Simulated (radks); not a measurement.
**Ga²⁺ in [Ar] 3d10 4s1: an all-electron calculation**

One table from this session's results is given with a row withheld; the runs are named, their logs left out.

Method: scalar-relativistic Kohn-Sham, XLYP, spin-polarised, spherical densities, finite nucleus; open shells are filled with parallel spins first. Code: radks (a radial shooting solver on a logarithmic mesh, Libxc functionals) version 1.

## What is computed

```
element            : gallium (Z = 31)
charge             : +2
electrons          : 29
configuration      : [Ar] 3d10 4s1
nuclear rms radius : 3.9973 fm
```

Outer shells as boxes (Hund's rule):

Ga²⁺
```
[Ar] core
3d [↑↓][↑↓][↑↓][↑↓][↑↓]
4s [↑ ]
```

The first run:

Settings of this run:

```text
Z 31
configuration [Ar] 3d10 4s1 4p0 5s0
relativity scalar-relativistic
functional xlyp
spin polarised
nucleus finite rms 3.9973 fm
c 137.035999084
```

The run is started by

```
$ python run_ks.py task.json out
```

The same process makes all the runs of this session.

Steps of the session up to this table: Self-consistent calculation.

One table of the session follows, with a row left open; its other results are not shown here.

It belongs to the step «Radial structure». Radial moments (bohr):

```
  level      <r>  outermost maximum (interpolated)  90 % within  nodes
  1s up  0.04859                            0.0318       0.0868      0
1s down  0.04859                            0.0318       0.0868      0
  2s up   0.2178                             0.182        0.337      1
2s down   0.2178                             0.182        0.337      1
  2p up   0.1907                             0.146        0.312      0
2p down   0.1907                             0.146        0.312      0
  3s up   0.6520                             0.564        0.977      2
3s down   0.6517                             0.564        0.976      2
  3p up   0.6794                             0.567         1.05      1
3p down        ?                                 ?            ?      ?
  3d up   0.8023                             0.533         1.38      0
3d down   0.7964                             0.532         1.37      0
  4s up    2.068                              1.78         3.06      3
4s down    2.086                              1.78         3.09      3
  4p up    2.490                              2.11         3.72      2
4p down    2.520                              2.15         3.76      2
```

**Question.** Estimate the row for 3p down.

The run gave: <r>: 0.6786; outermost maximum (interpolated): 0.567; 90 % within: 1.05; nodes: 1. In the column «<r>» it lies between 3s up (0.6520) and 3p up (0.6794).
